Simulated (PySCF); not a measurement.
# C₆H₆BrGa: magnetic properties

Programs: PySCF 2.14.0, with routines of our own; each step states its level. All values are computed. Atoms count from 0.

## 1. The system as given

14 atoms, charge 0, multiplicity 1; geometry from: GFN2-xTB.

## 2. Magnetic properties: GIAO PBE/pcSseg-1

What the job is given:

```
{"job": {"kind": "mag", "xc": "PBE", "basis": "pcSseg-1", "isotopologues": 2}, "charge": 0, "multiplicity": 1}
Ga     2.683885    -0.015775     0.084049
C      0.688336    -0.347510     0.001089
C     -0.235588    -1.388697    -0.089686
C     -1.599127    -1.137643    -0.118866
C     -2.080800     0.159436    -0.058571
C     -1.200797     1.229568     0.030965
C      0.140718     0.931582     0.057721
Br     1.508255     2.332078     0.181079
H      3.520874     0.082685    -1.225394
H      3.435713    -0.071975     1.446641
H      0.127350    -2.408295    -0.136854
H     -2.293769    -1.961784    -0.189933
H     -3.143304     0.347774    -0.082620
H     -1.552424     2.248084     0.078213
```

Level: GIAO PBE/pcSseg-1 magnetisability, rotational g tensor and spin-rotation constants, non-relativistic, gas phase.

Launch:

```
> OMP_NUM_THREADS=1 python excited_run.py task.json out
```

One launch serves the whole session: the jobs run in the order shown.

Q: Estimate the wall time and peak memory of this first job on 1 thread of Arm Neoverse V2, shared host.

About 53 s, with a peak of 0.95 GiB.
